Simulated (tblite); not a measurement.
# C2H14OSi4: the cost of one run

The runs use tblite 0.8.0 and PySCF 2.14.0, with density-fitted response routines of our own; the level of theory stands in each step. All values are computed, except where a source is named. Atoms count from 0, in the outputs and in this text.

### 1 The starting structure

21 atoms, charge 0, multiplicity 1; geometry from: force field or distance geometry start.

Bonds of the start (Å): C0–O1 1.41, O1–C2 1.44, C2–Si3 1.85, Si3–Si4 2.27, Si3–Si5 2.28, Si5–Si6 2.30, C0–H7 1.10, C0–H8 1.10, C0–H9 1.09, C2–H10 1.11, C2–H11 1.10, Si3–H12 1.50, Si4–H13 1.49, Si4–H14 1.48, Si4–H15 1.49, Si5–H16 1.49, Si5–H17 1.49, Si6–H18 1.49, Si6–H19 1.48, Si6–H20 1.49.

### 2 Geometry optimisation with GFN2-xTB

What the job is given:

```
{"job": {"kind": "relax", "xc": "GFN2-xTB", "basis": "xTB"}, "charge": 0, "multiplicity": 1}
C     -2.662800     1.336700     0.488100
O     -1.430400     0.763900     0.108800
C     -1.419100    -0.667400     0.277900
Si     0.166400    -1.511700    -0.173100
Si     0.670200    -1.106800    -2.349800
Si     1.860300    -0.696400     1.122000
Si     2.089200     1.563900     0.781600
H     -2.881600     1.144200     1.546900
H     -3.471400     0.948900    -0.141600
H     -2.607000     2.419900     0.349400
H     -2.233800    -1.080200    -0.349000
H     -1.674900    -0.900100     1.320100
H      0.016800    -2.987000     0.075100
H     -0.408000    -1.619000    -3.239700
H      1.932300    -1.786400    -2.722900
H      0.843400     0.348400    -2.597600
H      3.131300    -1.399000     0.777000
H      1.585800    -0.994100     2.560300
H      3.301300     2.059100     1.495400
H      2.260600     1.858100    -0.655500
H      0.922400     2.321800     1.326000
```

Started as:

```sh
> OMP_NUM_THREADS=1 python probes_run.py task.json out
```

This one command runs all jobs of the session in turn.

**Question.** How long does this first job take on 1 thread of Arm Neoverse N1, shared host, and how much memory does it need?

About 4.5 s, with a peak of 0.18 GiB.
